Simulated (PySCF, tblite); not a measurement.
# C3H8Al2Cl3F: geometry, infrared bands and NMR shifts

What infrared bands and NMR shifts should C3H8Al2Cl3F (`[CH3][Al-]1([CH3])[Cl+][Al-]([F])([CH2]Cl)[Cl+]1`) show?

The runs use tblite 0.8.0 and PySCF 2.14.0, with density-fitted response routines of our own; the level of theory stands in each step. All values are computed, except where a source is named. Atoms count from 0, in the outputs and in this text.

## Step 1: The starting structure

17 atoms, charge 0, multiplicity 1; geometry from: force field or distance geometry start.

Bonds of the start (Å): C0–Al1 1.97, Al1–C2 2.00, Al1–Cl3 2.20, Cl3–Al4 2.22, Al4–F5 1.78, Al4–C6 2.00, C6–Cl7 1.79, Al4–Cl8 2.20, Cl8–Al1 2.20, C0–H9 1.10, C0–H10 1.12, C0–H11 1.12, C2–H12 1.10, C2–H13 1.13, C2–H14 1.12, C6–H15 1.10, C6–H16 1.09.

## Step 2: Geometry optimisation with GFN2-xTB

The job: settings as JSON, then the geometry in Å.

```
{"job": {"kind": "relax", "xc": "GFN2-xTB", "basis": "xTB"}, "charge": 0, "multiplicity": 1}
C     -2.244100     0.903100    -1.299800
Al    -1.126600    -0.038600     0.021300
C     -2.188400    -0.845700     1.506000
Cl     0.537300     1.123500     0.875900
Al     1.906200    -0.532700     0.303600
F      2.377100    -1.629800     1.624700
C      3.452800     0.256500    -0.686900
Cl     4.130700     1.525800     0.385000
Cl     0.317600    -1.385300    -0.954000
H     -1.566300     1.403700    -2.010900
H     -2.785800     0.119700    -1.891500
H     -2.947500     1.618100    -0.811600
H     -2.185300    -1.946600     1.504300
H     -3.229400    -0.440000     1.365300
H     -1.866100    -0.416400     2.488900
H      4.261000    -0.474100    -0.826700
H      3.149900     0.770900    -1.603500
```

Started as:

```console
$ OMP_NUM_THREADS=1 python probes_run.py task.json out
```

The driver reads the jobs from task.json and runs them one after another.

**Question.** This job is followed by: GFN2-xTB harmonic vibrations, gas phase; GIAO PBE0/pcSseg-1 NMR shielding, non-relativistic, gas phase. What will the session give for the following? strongest single infrared mode (GFN2-xTB); zero-point energy (GFN2-xTB); 13C shifts against TMS (PBE0/pcSseg-1); 1H shifts against TMS (PBE0/pcSseg-1, means over atoms taken as alike); 27Al shifts against AlH4- (PBE0/pcSseg-1); 35Cl shifts against HCl (PBE0/pcSseg-1, means over atoms taken as alike); 19F shifts against CFCl3 (PBE0/pcSseg-1); surface potential, 1st and 99th percentile.

As calculated:

| quantity | value |
| --- | --- |
| strongest single infrared mode (GFN2-xTB) | 626 cm⁻¹, 252 km/mol |
| zero-point energy (GFN2-xTB) | 63.6 kcal/mol |
| 13C shifts against TMS (PBE0/pcSseg-1) | 31.8, -4.2, -5.6 ppm |
| 1H shifts against TMS (PBE0/pcSseg-1, means over atoms taken as alike) | 2.93, 0.03, -0.06 ppm |
| 27Al shifts against AlH4- (PBE0/pcSseg-1) | 94.0, -21.1 ppm |
| 35Cl shifts against HCl (PBE0/pcSseg-1, means over atoms taken as alike) | 71, -37 ppm |
| 19F shifts against CFCl3 (PBE0/pcSseg-1) | -179.2 ppm |
| surface potential, 1st and 99th percentile | -1.59 V and 1.84 V |

In words: Over 160 steps the energy fell by 0.839 eV; of the close pairs, Al4–Cl7 changed most, 3.032 to 2.423 Å. No mode is imaginary among the 45: a minimum at this level. The strongest single mode, at 626 cm⁻¹, has its largest shares on Al1, H9, H13 and C0 (the list is cut at 4 atoms). GFN2-xTB is a fitted tight-binding method: band positions and strengths are rough. Its intensities can rank the bands wrongly. C6 (sp3 CH2 bonded to Al and Cl) lies farthest downfield among carbon, at 31.8 ppm; deshielded by the electronegative neighbour. The most deshielded hydrogen is H15, H16 (mean) (hydrogen on an sp3 CH2 bonded to Al and Cl), at 2.93 ppm: its carbon carries Cl, an electronegative neighbour. At PBE0/pcSseg-1: The widest tensor belongs to Al1: span 237 ppm, with a paramagnetic part of -402 ppm.
